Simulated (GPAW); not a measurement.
# B2NH3F (SMILES [BH]NBF): levels of theory compared

We compute a comparison of 5 runs (UPBE/real-space grid, USVWN5/real-space grid, UBLYP-D3(BJ)/dz(dzp), UPBE-TS/dzp, UPBE/dzp) of B2NH3F. Input form: an ASE script.

The calculation is run with GPAW 26.7.0.

3 further runs of the same task are left out: 1 that didn't finish, 2 set aside as unsound or not needed.

## (1) The structure to begin with

B2NH3F has 7 atoms, charge 0, and is taken as a doublet. SMILES: `[BH]NBF`. The shape is that of a GFN2-xTB optimisation. This is one conformer, not always the lowest.

Bond lengths: B1–N2 1.407 Å, N2–B3 1.415 Å, B3–F4 1.322 Å, B1–H5 1.165 Å, N2–H6 1.012 Å, B3–H7 1.174 Å. Angles: B1–N2–B3 127.8°, N2–B3–F4 119.6°, B1–N2–H6 117.9°, B3–N2–H6 114.3°, N2–B1–H5 122.0°, N2–B3–H7 123.0°, F4–B3–H7 117.5°.

## (2) Energy and one-electron properties at UPBE/real-space grid (scalar-relativistic datasets) (run 1)

Input file calc.py:

```python
import numpy as np
from ase import Atoms
from ase.units import Debye
from gpaw import GPAW

mol = Atoms("BNBFHHH",
    positions=[[ -1.137780,   1.094030,  -0.196930],
               [ -0.008560,   0.511760,   0.407880],
               [  0.642120,  -0.692980,   0.049970],
               [  0.184600,  -1.404630,  -0.966000],
               [ -1.671070,   0.604670,  -1.110210],
               [  0.406510,   0.990500,   1.197300],
               [  1.584190,  -1.103350,   0.618000]])
mol.center(vacuum=4.5)
mol.set_initial_magnetic_moments([0.25, 0.25, 0.25, 0.25, 0.0, 0.0, 0.0])

calc = GPAW(mode="fd",
            occupations={"name": "fermi-dirac", "width": 0.0, "fixmagmom": True},
            xc="PBE",
            maxiter=150,
            symmetry="off",
            h=0.18,
            txt="-")
mol.calc = calc

energy = mol.get_potential_energy()
print(f"Energy                  {energy:.5f} eV")
forces = mol.get_forces()
print("Forces (eV/Ang)")
for symbol, f in zip(mol.symbols, forces):
    print(f'{symbol:2} {f[0]:9.4f} {f[1]:9.4f} {f[2]:9.4f}')
dipole = mol.get_dipole_moment() / Debye
print(f"Dipole                  {np.linalg.norm(dipole):.3f} D")
print("Moments:", mol.get_magnetic_moments().round(3))
```

Launch:

```sh
$ python3 calc.py
```

What it wrote:

```text
[...]
Number of symmetries: 1
[...]
  Number of IBZ points: 1
[...]
Spin-components: 2 (collinear spins)
Bands:           18
[...]
  Valence electrons: 21.0
[...]
  Grid points: [68 64 64]
  Charge: 0.0  # |e|
[...]
    cutoffs:
[...]
occupation numbers:
  Fixed magnetic moment: 1.000
[...]
xc functional:
  name: PBE with 2 nearest neighbor stencil
[...]
|iter     |     time |      energy | eigst |  dens |  magmom |
[...]
|iter:   1| 00:00:17 |  -39.794976 | +1.23 |       |  +0.9926|
[...]
|iter:  15| 00:01:55 |  -36.929279c| -7.52c| -5.70c|  +1.0000|
Converged in 15 steps
[...]
Energy contributions relative to reference atoms: (reference = -5572.251911)
Energy contributions:
  Kinetic:          41.942690
  Coulomb:         -44.078593
  Zero:              0.651873
  External:          0.000000
  Xc:              -35.445249
  Entropy:           0.000000
  Spinorbit:         0.000000
  ----------------------------
  Free energy:     -36.929279
  Extrapolated:    -36.929279
dipole moment: (0.236126, 0.075402, 0.286102)  # |e|*Ang
Total magnetic moment: (0.000000, 0.000000, 1.000000)
Local magnetic moments
|        x |        y |         z |
|----------|----------|-----------|
| 0.000000 | 0.000000 |  0.170779 |  # B    0
| 0.000000 | 0.000000 |  0.001026 |  # N    1
| 0.000000 | 0.000000 |  0.008704 |  # B    2
| 0.000000 | 0.000000 | -0.001416 |  # F    3
| 0.000000 | 0.000000 |  0.018090 |  # H    4
| 0.000000 | 0.000000 |  0.008871 |  # H    5
| 0.000000 | 0.000000 |  0.000901 |  # H    6
Fermi levels: -3.594, -2.366
[...]
Gap: 2.217 eV
Transition (v -> c):
[...]
F    -0.1134   -0.3780   -0.5486
H    -0.4939   -0.2277   -0.6506
H     0.1101    0.2006    0.2746
H     0.5354   -0.1375    0.3983
Dipole                  1.818 D
Moments: [ 0.171  0.001  0.009 -0.001  0.018  0.009  0.001]
```

Wall time 1.9 min (1 thread of Arm Neoverse V1, shared host); peak memory 0.97 GiB.

## (3) The charge distribution at USVWN5/real-space grid (scalar-relativistic datasets) (run 2)

Input file molecule.sdf:

```

     RDKit          3D

  7  6  0  0  0  0  0  0  0  0999 V2000
   -1.1378    1.0940   -0.1969 B   0  0  0  0  0  2  0  0  0  0  0  0
   -0.0086    0.5118    0.4079 N   0  0  0  0  0  0  0  0  0  0  0  0
    0.6421   -0.6930    0.0500 B   0  0  0  0  0  0  0  0  0  0  0  0
    0.1846   -1.4046   -0.9660 F   0  0  0  0  0  0  0  0  0  0  0  0
   -1.6711    0.6047   -1.1102 H   0  0  0  0  0  0  0  0  0  0  0  0
    0.4065    0.9905    1.1973 H   0  0  0  0  0  0  0  0  0  0  0  0
    1.5842   -1.1034    0.6180 H   0  0  0  0  0  0  0  0  0  0  0  0
  2  1  1  0
  3  2  1  0
  4  3  1  0
  5  1  1  0
  6  2  1  0
  7  3  1  0
M  RAD  1   1   2
M  END
$$$$
```

Input file molecule.py:

```python
from ase.io import read
from gpaw import GPAW, setup_paths
from gpaw.atom.configurations import parameters
from gpaw.atom.generator import Generator

# Atomic positions
system = read("molecule.sdf")
system.set_cell([13.0, 13.0, 13.0])
system.center()
system.set_initial_magnetic_moments([0.25, 0.25, 0.25, 0.25, 0.0, 0.0, 0.0])

# Generate the setups first
for symbol in ["B", "F", "H", "N"]:
    Generator(symbol, xcname="LDA_X+LDA_C_VWN", scalarrel=True, nofiles=True, txt=None).run(**parameters[symbol])
setup_paths.insert(0, ".")

# Ground state
calc = GPAW(mode="fd",
            h=0.16,
            xc="LDA_X+LDA_C_VWN",
            occupations={"name": "fermi-dirac", "width": 0.05, "fixmagmom": True},
            maxiter=120,
            symmetry="off",
            legacy_gpaw=True,
            txt="-")
system.calc = calc

energy = system.get_potential_energy()
print(f"Energy = {energy:.5f} eV")
forces = system.get_forces()
print("Forces (eV/Ang)")
for symbol, f in zip(system.symbols, forces):
    print(f'{symbol:2} {f[0]:9.4f} {f[1]:9.4f} {f[2]:9.4f}')
print("Moments:", system.get_magnetic_moments().round(3))

# Non-self-consistent energies
nsc = {}
for xc in ["PBE", "GGA_X_SOGGA11+GGA_C_SOGGA11", "HCTH407", "LDA", "GGA_XC_XLYP", "MGGA_X_R2SCAN+MGGA_C_R2SCAN", "revPBE", "PW91", "MGGA_X_SCAN+MGGA_C_SCAN", "BLYP", "revTPSS", "GGA_X_N12+GGA_C_N12"]:
    nsc[xc] = energy + calc.get_xc_difference(xc)
    print(f'{xc:32} {nsc[xc]:12.4f} eV')
```

Launch:

```sh
$ OMP_NUM_THREADS=1 python molecule.py
```

What it wrote:

```text
[...]
    cutoffs:
[...]
  Total Charge: 0.000000
[...]
Number of atoms: 7
[...]
Number of bands in calculation: 18
Number of valence electrons: 21
[...]
iter:   1 hh:mm:ss   -42.509266                   +0.9933
[...]
iter:  25 hh:mm:ss   -39.114042c  -7.72c -6.53c   +1.0000
Converged after 25 iterations.
Dipole moment: (0.243353, 0.070241, 0.289558) |e|*Ang
Total magnetic moment: (0.000000, 0.000000, 1.000000)
Local magnetic moments:
   0 B  ( 0.000000,  0.000000,  0.173481)
   1 N  ( 0.000000,  0.000000,  0.000754)
   2 B  ( 0.000000,  0.000000,  0.008447)
   3 F  ( 0.000000,  0.000000, -0.002040)
   4 H  ( 0.000000,  0.000000,  0.017713)
   5 H  ( 0.000000,  0.000000,  0.009049)
   6 H  ( 0.000000,  0.000000,  0.000833)
Energy contributions relative to reference atoms: (reference = -5531.634116)
Kinetic:        +42.748877
Potential:      -44.505855
External:        +0.000000
XC:             -37.791694
Entropy (-ST):   -0.000000
Local:           +0.434630
SIC:             +0.000000
--------------------------
Free energy:    -39.114042
Extrapolated:   -39.114042
Spin contamination: 0.021844 electrons
                   Up                     Down
[...]
Fermi levels: -3.71284, -6.98676
[...]
Forces (eV/Ang)
B     0.8470   -0.0395    0.7677
N    -0.5284    0.3119   -0.2678
B    -0.4798   -0.1607   -0.5955
F    -0.0544    0.1421    0.1118
H    -0.4999   -0.2911   -0.7095
H     0.1780    0.2509    0.3702
H     0.5715   -0.1605    0.4184
Moments: [ 0.173  0.001  0.008 -0.002  0.018  0.009  0.001]
PBE                                  -77.2517 eV
GGA_X_SOGGA11+GGA_C_SOGGA11          -83.9977 eV
HCTH407                              -82.7600 eV
LDA                                  -38.8937 eV
GGA_XC_XLYP                          -87.0809 eV
MGGA_X_R2SCAN+MGGA_C_R2SCAN          -80.9779 eV
revPBE                               -82.0566 eV
PW91                                 -79.9046 eV
MGGA_X_SCAN+MGGA_C_SCAN              -81.8119 eV
BLYP                                 -82.7952 eV
revTPSS                              -82.7188 eV
GGA_X_N12+GGA_C_N12                  -83.5955 eV
```

It took 4.3 min on 1 thread of Arm Neoverse V1, shared host; peak memory 1.6 GiB.

Runs 3 to 4 aren't shown in full; the table further down has their settings and results.

## (4) The charge distribution at UPBE/dzp (scalar-relativistic datasets) (run 5)

Input file sp.py:

```python
import numpy as np
from ase import Atoms
from ase.units import Debye
from gpaw import GPAW

mol = Atoms("BNBFHHH",
    positions=[[ -1.137780,   1.094030,  -0.196930],
               [ -0.008560,   0.511760,   0.407880],
               [  0.642120,  -0.692980,   0.049970],
               [  0.184600,  -1.404630,  -0.966000],
               [ -1.671070,   0.604670,  -1.110210],
               [  0.406510,   0.990500,   1.197300],
               [  1.584190,  -1.103350,   0.618000]])
mol.center(vacuum=4.5)
mol.set_initial_magnetic_moments([0.25, 0.25, 0.25, 0.25, 0.0, 0.0, 0.0])

calc = GPAW(mode="lcao",
            maxiter=150,
            basis="dzp",
            xc="PBE",
            h=0.18,
            occupations={"name": "fermi-dirac", "width": 0.0, "fixmagmom": True},
            symmetry="off",
            txt="-")
mol.calc = calc

energy = mol.get_potential_energy()
print(f"Energy = {energy:.5f} eV")
forces = mol.get_forces()
print("Forces (eV/Ang)")
for symbol, f in zip(mol.symbols, forces):
    print(f'{symbol:2} {f[0]:9.4f} {f[1]:9.4f} {f[2]:9.4f}')
dipole = mol.get_dipole_moment() / Debye
print(f"Dipole = {np.linalg.norm(dipole):.3f} D")
print("Moments:", mol.get_magnetic_moments().round(3))
```

Launch:

```sh
$ python sp.py > sp.log
```

What it wrote:

```text
[...]
Number of symmetries: 1
[...]
  Number of IBZ points: 1
[...]
basis functions: 67
Spin-components: 2 (collinear spins)
Bands:           18
[...]
  Valence electrons: 21.0
[...]
  Grid points: [68 64 64]
  Charge: 0.0  # |e|
[...]
    cutoffs:
[...]
occupation numbers:
  Fixed magnetic moment: 1.000
[...]
xc functional:
  name: PBE with 2 nearest neighbor stencil
[...]
|iter     |     time |      energy | eigst |  dens |  magmom |
[...]
|iter:   1| 00:00:11 |  -36.066619 |      c|       |  +0.9993|
[...]
|iter:  10| 00:00:22 |  -34.881549c|      c| -4.10c|  +1.0000|
Converged in 10 steps
[...]
Energy contributions relative to reference atoms: (reference = -5572.251911)
Energy contributions:
  Kinetic:          37.857587
  Coulomb:         -38.047378
  Zero:              0.540011
  External:          0.000000
  Xc:              -35.231770
  Entropy:           0.000000
  Spinorbit:         0.000000
  ----------------------------
  Free energy:     -34.881549
  Extrapolated:    -34.881549
dipole moment: (0.222291, 0.082082, 0.279714)  # |e|*Ang
Total magnetic moment: (0.000000, 0.000000, 0.999998)
Local magnetic moments
|        x |        y |         z |
|----------|----------|-----------|
| 0.000000 | 0.000000 |  0.178462 |  # B    0
| 0.000000 | 0.000000 | -0.001516 |  # N    1
| 0.000000 | 0.000000 |  0.008250 |  # B    2
| 0.000000 | 0.000000 | -0.001673 |  # F    3
| 0.000000 | 0.000000 |  0.016310 |  # H    4
| 0.000000 | 0.000000 |  0.008732 |  # H    5
| 0.000000 | 0.000000 |  0.000843 |  # H    6
Fermi levels: -3.378, -2.083
[...]
Gap: 2.255 eV
Transition (v -> c):
[...]
F    -0.3596   -0.5445   -0.8648
H    -0.7777   -0.5402   -1.1860
H     0.3541    0.4690    0.7182
H     1.0242   -0.3028    0.7406
Dipole = 1.761 D
Moments: [ 0.178 -0.002  0.008 -0.002  0.016  0.009  0.001]
```

It took 24 s on 1 thread of Arm Neoverse V1, shared host; peak memory 1 GiB.

## (5) Overview of the runs

| run | level | grid spacing | box rule | energy (Eh) | dipole moment (D) | HOMO energy (eV) | LUMO energy (eV) | wall time |
| --- | --- | --- | --- | --- | --- | --- | --- | --- |
| 1 | UPBE/real-space grid (scalar-relativistic datasets) | 0.18 | center | -206.133607 | 1.82 | -4.70 | -2.49 | 1.9 min |
| 2 | USVWN5/real-space grid (scalar-relativistic datasets) | 0.16 | cube | -204.721219 | 1.85 | -4.65 | -2.81 | 4.3 min |
| 3 | UBLYP-D3(BJ)/dz(dzp) (scalar-relativistic datasets) | 0.18 | center | -206.208769 | 2.10 | -4.41 | -2.18 | 15 s |
| 4 | UPBE-TS/dzp (scalar-relativistic datasets) | 0.18 | adjust | -206.058570 | 1.77 | -4.51 | -2.25 | 18 s |
| 5 | UPBE/dzp (scalar-relativistic datasets) | 0.18 | center | -206.058354 | 1.76 | -4.51 | -2.25 | 24 s |

## (6) Results

```
                                                     quantity        value
run 5: energy as printed (from the program's reference atoms)  -34.8815 eV
                                         run 5: dipole moment       1.76 D
                    run 5: HOMO energy (highest over α and β)     -4.51 eV
                     run 5: LUMO energy (lowest over α and β)     -2.25 eV
                              run 5: largest force on an atom   1.518 eV/Å
```

What this shows: The dipole moment (its size) runs from 1.76 D (UPBE/dzp) to 2.10 D (UBLYP-D3(BJ)/dz(dzp)). The two ends differ in method and basis. Totals of different functionals can't be ranked against each other. All runs together took 7.2 min, the longest 4.3 min.
